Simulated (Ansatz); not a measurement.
# CH9B2GaSi: basis-set convergence

Aim: see how fast density functionals converge with the basis set for CH9B2GaSi.

Computed with Ansatz 0.2.0, Gaussian basis. Level: one geometry, several basis sets.

Plan: PBE0-D4/def2-SVP; ωB97M-V/def2-SVP; PBE0-D4/def2-QZVPP; ωB97M-V/def2-QZVPP; the functionals' def2-TZVPP values are taken from earlier runs.

## Step 1: Structure used throughout

An earlier PBE0-D4 in a triple-zeta def2 set relaxation fixed the geometry.

14 atoms, charge 0, spin multiplicity 1.

Atoms are counted from 1 here; the program's logs count them from 0.

Bond lengths: B1–B2 1.536 Å, B1–Ga3 2.172 Å, B1–H6 1.194 Å, B1–H7 1.229 Å, B2–Ga3 2.422 Å, B2–C4 1.509 Å, Ga3–H8 1.581 Å, Ga3–H9 1.570 Å, C4–Si5 1.903 Å, C4–H10 1.094 Å, C4–H11 1.096 Å, Si5–H12 1.483 Å, Si5–H13 1.483 Å, Si5–H14 1.485 Å. Angles: B2–B1–Ga3 79.5°, B2–B1–H6 129.4°, B2–B1–H7 112.0°, Ga3–B1–H6 108.7°, Ga3–B1–H7 81.5°, H6–B1–H7 118.6°, B1–B2–Ga3 61.9°, B1–B2–C4 173.5°, Ga3–B2–C4 117.1°, B1–Ga3–B2 38.6°, B1–Ga3–H8 127.9°, B1–Ga3–H9 112.6°, B2–Ga3–H8 96.9°, B2–Ga3–H9 143.6°, H8–Ga3–H9 118.0°, B2–C4–Si5 106.8°, B2–C4–H10 115.6°, B2–C4–H11 111.4° and more.

## Step 2: PBE0-D4 in def2-SVP

in.yaml reads:

```yaml
crystal:
  periodic: [false, false, false]
  atoms:
    - {symbol: B, position_ang: [-0.775372, 0.744137, 1.707495]}
    - {symbol: B, position_ang: [-0.271664, -0.390271, 0.802368]}
    - {symbol: Ga, position_ang: [-1.899517, 1.156465, -0.105121]}
    - {symbol: C, position_ang: [0.332294, -1.391001, -0.152518]}
    - {symbol: Si, position_ang: [1.863844, -0.563513, -0.921787]}
    - {symbol: H, position_ang: [-1.534795, 0.699461, 2.627693]}
    - {symbol: H, position_ang: [-0.265664, 1.824456, 1.418482]}
    - {symbol: H, position_ang: [-1.378275, 1.128672, -1.597573]}
    - {symbol: H, position_ang: [-3.272236, 1.860339, 0.183937]}
    - {symbol: H, position_ang: [-0.319112, -1.718516, -0.967661]}
    - {symbol: H, position_ang: [0.727680, -2.264088, 0.379132]}
    - {symbol: H, position_ang: [1.522022, 0.769871, -1.473163]}
    - {symbol: H, position_ang: [2.912690, -0.420456, 0.116659]}
    - {symbol: H, position_ang: [2.358094, -1.435565, -2.017943]}
basis:
  gaussian: {orbitals: def2-SVP}
hamiltonian: {xc: pbe0, dispersion: d4}
output: {orbitals: {seedname: orbitals}}
```

Launch:

```
> ansatz run in.yaml --threads 2 --pin off --events-out ev --progress --plain --max-ram 32768MiB --backend cpu
```

Log:

```text
Functional definition: PBE0
  name "PBE0"
  cite "Adamo & Barone, J. Chem. Phys. 110, 6158 (1999) doi:10.1063/1.478522"
  cite "Perdew, Burke & Ernzerhof, Phys. Rev. Lett. 77, 3865 (1996) doi:10.1103/PhysRevLett.77.3865"
  parent pbe
  parameter a = 0.25
  parameter kappa = 0.804
  parameter beta = 0.06672455060314922
  exchange = (1 - a)*pbe_x(kappa = kappa, mu = beta*pi^2/3) + a*exact_x
  correlation = pbe_c(beta = beta)
1573 factors; their error is unknown
mean field evaluation 1: about -62759.1338 eV, gradient 4.9e1 eV
mean field evaluation 2: about -62758.0454 eV, gradient 5.3e1 eV
mean field evaluation 4: about -62765.3980 eV, gradient 2.5e0 eV
mean field evaluation 8: about -62765.4130 eV, gradient 3.9e-2 eV
mean field evaluation 16: about -62765.6230 eV, gradient 2.7e-5 eV
mean field -62765.62300339 eV, -2306.5941013073 hartree, gradient 2.7e-5 eV, S^2 0.000000; 0 other end points of the search recorded, 0 dependent functions left out
reference -62765.62303893 eV, -2306.5941026135 hartree; 35, 35 occupied and 102, 102 virtual orbitals, 1573 factors
Total energy: -62765.92169690 eV, -2306.6050780912 hartree
```

Run time: 3.6 s. Hardware: 2 threads of AMD EPYC 7R13, shared host.

## Step 3: ωB97M-V in def2-SVP

in.yaml: that of step 2 with these lines changed.

```diff
@@ -19,3 +19,3 @@
   gaussian: {orbitals: def2-SVP}
-hamiltonian: {xc: pbe0, dispersion: d4}
+hamiltonian: {xc: {name: wB97M-V}}
 output: {orbitals: {seedname: orbitals}}
```

The command is unchanged.

Log, cut to the lines that bear on the results:

```text
Functional definition: wB97M-V
  name "wB97M-V"
  cite "Mardirossian & Head-Gordon, J. Chem. Phys. 144, 214110 (2016) doi:10.1063/1.4952647"
  cite "Becke, J. Chem. Phys. 107, 8554 (1997) doi:10.1063/1.475007"
  cite "Vydrov & Van Voorhis, J. Chem. Phys. 133, 244103 (2010) doi:10.1063/1.3521275"
  # Of w^i u^j: cxij and so on, Table III.
[...]
  gx(w, u) = 1 - cx + cx01*u + cx10*w
  gss(w, u) = css00 + css04*u^4 + css10*w + css20*w^2 + css43*w^4*u^3
  gos(w, u) = cos00 + cos10*w + (cos20 + cos21*u)*w^2 + (cos60 + cos61*u)*w^6
[...]
      + integral(e_c_pw_mod_opposite_spin*gos(b97_w_opposite, b97_u_opposite)) + vv10(b, c)
1566 factors; their error is unknown
455 factors; integrals over basis functions are off by at most 6.8e-6 eV
[...]
mean field -62773.78561716 eV, -2306.8940718304 hartree, gradient 8.0e-5 eV, S^2 0.000000; 0 other end points of the search recorded, 0 dependent functions left out
reference -62773.78567448 eV, -2306.8940739370 hartree; 35, 35 occupied and 102, 102 virtual orbitals, 1566 factors
Total energy: -62773.78567448 eV, -2306.8940739370 hartree
```

It took 12 s on 2 threads of AMD EPYC 7R13, shared host.

## Step 4: PBE0-D4 in def2-QZVPP

in.yaml: that of step 3 with these lines changed.

```diff
@@ -18,4 +18,4 @@
 basis:
-  gaussian: {orbitals: def2-SVP}
-hamiltonian: {xc: {name: wB97M-V}}
+  gaussian: {orbitals: "def2-QZVPP.json"}
+hamiltonian: {xc: pbe0, dispersion: d4}
 output: {orbitals: {seedname: orbitals}}
```

Launch:

```
> ansatz run in.yaml --threads 2 --pin off --events-out ev --progress --plain --max-ram 32768MiB --backend cuda --devices 0, --max-vram 18GiB
```

Log:

```text
Functional definition: PBE0
  name "PBE0"
  cite "Adamo & Barone, J. Chem. Phys. 110, 6158 (1999) doi:10.1063/1.478522"
  cite "Perdew, Burke & Ernzerhof, Phys. Rev. Lett. 77, 3865 (1996) doi:10.1103/PhysRevLett.77.3865"
  parent pbe
  parameter a = 0.25
  parameter kappa = 0.804
  parameter beta = 0.06672455060314922
  exchange = (1 - a)*pbe_x(kappa = kappa, mu = beta*pi^2/3) + a*exact_x
  correlation = pbe_c(beta = beta)
2096 factors; their error is unknown
mean field evaluation 1: about -62770.0826 eV, gradient 6.3e1 eV
mean field evaluation 2: about -62766.6838 eV, gradient 7.2e1 eV
mean field evaluation 4: about -62779.2408 eV, gradient 5.0e0 eV
mean field evaluation 8: about -62779.2865 eV, gradient 7.5e-2 eV
mean field evaluation 16: about -62779.4402 eV, gradient 5.6e-5 eV
mean field -62779.44021554 eV, -2307.1018744883 hartree, gradient 5.6e-5 eV, S^2 0.000000; 0 other end points of the search recorded, 0 dependent functions left out
reference -62779.44027004 eV, -2307.1018764908 hartree; 35, 35 occupied and 565, 565 virtual orbitals, 2096 factors
Total energy: -62779.73892800 eV, -2307.1128519685 hartree
```

It took 9 s on 1 × H100 (card shared with other runs) with 2 threads of AMD EPYC 7R13, shared host; peak host memory 1.1 GiB.

## Step 5: ωB97M-V in def2-QZVPP

in.yaml: that of step 4 with these lines changed.

```diff
@@ -19,3 +19,3 @@
   gaussian: {orbitals: "def2-QZVPP.json"}
-hamiltonian: {xc: pbe0, dispersion: d4}
+hamiltonian: {xc: {name: wB97M-V}}
 output: {orbitals: {seedname: orbitals}}
```

Launched as before.

Log, cut to the lines that bear on the results:

```text
Functional definition: wB97M-V
  name "wB97M-V"
  cite "Mardirossian & Head-Gordon, J. Chem. Phys. 144, 214110 (2016) doi:10.1063/1.4952647"
  cite "Becke, J. Chem. Phys. 107, 8554 (1997) doi:10.1063/1.475007"
  cite "Vydrov & Van Voorhis, J. Chem. Phys. 133, 244103 (2010) doi:10.1063/1.3521275"
  # Of w^i u^j: cxij and so on, Table III.
[...]
  gx(w, u) = 1 - cx + cx01*u + cx10*w
  gss(w, u) = css00 + css04*u^4 + css10*w + css20*w^2 + css43*w^4*u^3
  gos(w, u) = cos00 + cos10*w + (cos20 + cos21*u)*w^2 + (cos60 + cos61*u)*w^6
[...]
      + integral(e_c_pw_mod_opposite_spin*gos(b97_w_opposite, b97_u_opposite)) + vv10(b, c)
2071 factors; their error is unknown
545 factors; integrals over basis functions are off by at most 1.1e-5 eV
[...]
mean field -62787.76558469 eV, -2307.4078261612 hartree, gradient 7.3e-5 eV, S^2 0.000000; 0 other end points of the search recorded, 0 dependent functions left out
reference -62787.76567199 eV, -2307.4078293696 hartree; 35, 35 occupied and 565, 565 virtual orbitals, 2071 factors
Total energy: -62787.76567199 eV, -2307.4078293696 hartree
```

Wall time 11 s (1 × H100 (card shared with other runs) with 2 threads of AMD EPYC 7R13, shared host); peak host memory 1.3 GiB.

## Step 6: Density functionals: the series

The def2-TZVPP values come from earlier runs at the same geometry.

| functional | basis | functions | energy (eV) | from the largest (eV) | HOMO (eV) | LUMO (eV) |
| --- | --- | --- | --- | --- | --- | --- |
| PBE0-D4 | def2-SVP | 137 | -62765.9217 | 13.817 | -6.59 | -1.54 |
| PBE0-D4 | def2-TZVPP | 309 | -62778.1316 | 1.607 | -6.62 | -1.59 |
| PBE0-D4 | def2-QZVPP | 600 | -62779.7389 | 0.000 | -6.62 | -1.61 |
| ωB97M-V | def2-SVP | 137 | -62773.7857 | 13.980 | -8.57 | 0.25 |
| ωB97M-V | def2-TZVPP | 309 | -62786.2198 | 1.546 | -8.62 | 0.15 |
| ωB97M-V | def2-QZVPP | 600 | -62787.7657 | 0.000 | -8.62 | 0.03 |

## Step 7: What came out

```
                                       quantity           value
PBE0-D4: double and triple zeta above quadruple  13.82, 1.61 eV
ωB97M-V: double and triple zeta above quadruple  13.98, 1.55 eV
```

In words: PBE0-D4 gains 12.21 eV from double to triple zeta, then 1.61 eV more. Total energies overstate the basis error of differences, where much of it tends to cancel.
